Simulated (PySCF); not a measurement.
# BeNO3: the cost of one run

Computed with PySCF 2.14.0; each step states its level. No surroundings beyond the atoms listed, unless a continuum is named. Atoms count from 0, parts from 1.

## 1. The system as given

5 atoms, charge 1, multiplicity 1; geometry: GFN2-xTB. Parts: 1 = atom 0, `[Be+2]`, charge 2; 2 = atoms 1–4, `O=[N+]([O-])[O-]`, charge -1.

## 2. Geometry optimisation at PBE0-D3(BJ)/def2-SVPD

The job: settings as JSON, then the geometry in Å.

```
{"job": {"xc": "PBE0", "basis": "def2-SVPD", "d3": "d3bj", "grid": 2, "kind": "geom", "shake": 0.01}, "charge": 1, "multiplicity": 1, "parts": [{"atoms": "0-0", "charge": 2, "multiplicity": 1}, {"atoms": "1-4", "charge": -1, "multiplicity": 1}]}
Be    -0.702070    -0.500151     0.535386
O     -0.586379     0.558168    -2.951599
N     -1.554505     0.159459    -2.554449
O     -2.566326    -0.148546    -2.570936
O     -1.057022    -0.222992    -0.729843
```

The run is started by

```console
$ OMP_NUM_THREADS=1 python cluster_run.py task.json out
```

This one command runs all jobs of the session in turn.

**Question.** How long does this first job take on 1 thread of Intel Xeon 6975P-C, shared host, and how much memory does it need?

About 24 s, with a peak of 0.46 GiB.
